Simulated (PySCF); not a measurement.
# C9H7NS (2-(2-thienyl)pyridine): the cost of one run

Programs: PySCF 2.14.0, with routines of our own; each step states its level. All values are computed. Atoms count from 0.

### Step 1. The starting structure

18 atoms, charge 0, multiplicity 1; geometry from: GFN2-xTB.

### Step 2. Relaxing the molecule at PBE0-D3(BJ)/def2-SVP

Job settings and geometry (Å):

```
{"job": {"xc": "PBE0", "basis": "def2-SVP", "d3": "d3bj", "grid": 2, "kind": "geom"}, "charge": 0, "multiplicity": 1}
C     -3.114711     0.145570    -0.388565
C     -2.626460     0.283879     0.902630
C     -1.262180     0.225123     1.111337
C     -0.420037     0.028419     0.012240
C      1.017877    -0.044073     0.148736
C      1.931413    -0.230977    -0.854095
C      3.260354    -0.255399    -0.393853
C      3.350405    -0.087562     0.952165
S      1.812017     0.104422     1.687461
N     -0.895811    -0.104037    -1.228252
C     -2.198660    -0.046510    -1.412805
H     -4.172799     0.185134    -0.594300
H     -3.301471     0.435236     1.733052
H     -0.843819     0.328236     2.101249
H      1.635074    -0.344378    -1.879907
H      4.113518    -0.391986    -1.033817
H      4.230083    -0.064079     1.564458
H     -2.523553    -0.160700    -2.439392
```

Command:

```sh
OMP_NUM_THREADS=1 python excited_run.py task.json out
```

The driver reads the jobs from task.json and runs them one after another.

Q: Estimate the wall time and peak memory of this first job on 1 thread of Arm Neoverse V2, shared host.

About 79 s, with a peak of 0.9 GiB.
